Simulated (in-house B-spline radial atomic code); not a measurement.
# Si¹²⁺: ionisation energy by several methods

How far do functionals differ on the ionisation energy of Si¹²⁺? Each run solves Si¹²⁺ and then the next ion (1s1).

The numbers are computed with in-house B-spline radial atomic code version 1 (Dirac-Coulomb, several functionals; spherical all-electron atom at the radial basis limit), except any that are marked as measured or tabulated.

## 1. The atom as given

- element: silicon (Z = 14)
- charge: +12
- electrons: 2
- configuration: 1s2
- nucleus: Fermi, rms radius 3.122 fm

## 2. BLYP, a GGA

Input settings:

```ini
Z = 14
electrons = 2.0
configuration = 1s2
hamiltonian = dirac
method = b88,lyp
spin_polarised = False
nucleus = fermi
rms_radius = 3.1224
mass_number = 28
atomic_mass = 27.97692653442
speed_of_light = 137.035999084
```

## 3. OLYP, a GGA

Settings: those of step 2 with these lines changed.

```diff
@@ -4,3 +4,3 @@
 hamiltonian = dirac
-method = b88,lyp
+method = optx,lyp
 spin_polarised = False
```

## 4. LDA (VWN5)

Settings: those of step 3 with these lines changed.

```diff
@@ -4,3 +4,3 @@
 hamiltonian = dirac
-method = optx,lyp
+method = lda,vwn
 spin_polarised = False
```

Q: The tabulated ionisation energy is 2437.66 ± 0.00017 eV (tabulated theoretical; NIST Atomic Spectra Database). What does each method give, and which comes nearest?

As calculated:

| method | rung | total energy (hartree) | ΔSCF (eV) | with Breit, QED, recoil (eV) | −ε highest (eV) | corrected ΔSCF less tabulated (eV) |
| --- | --- | --- | --- | --- | --- | --- |
| LDA (VWN5) | LDA | -186.8545 | 2445.96 | 2444.80 | 2343.74 (1s1/2) | +7.14 |
| BLYP | GGA | -187.8290 | 2457.66 | 2456.49 | 2354.40 (1s1/2) | +18.83 |
| OLYP | GGA | -187.8483 | 2457.47 | 2456.30 | 2354.44 (1s1/2) | +18.64 |

**Reading.** The tabulated ionisation energy is 2437.66 ± 0.00017 eV (tabulated theoretical; NIST Atomic Spectra Database). LDA (VWN5) comes nearest (+7.14 eV) and BLYP is farthest (+18.83 eV, 0.77 %). Open shells are averaged (over orientations, and over spins where the run is restricted), while tables refer to the lowest levels. For the semilocal functionals minus the highest level recovers only 96 % of their own ΔSCF value, a mark of self-interaction.

Members of this set that are not shown: 1 used exact exchange with fractional occupations of an open shell, which is unsound here.
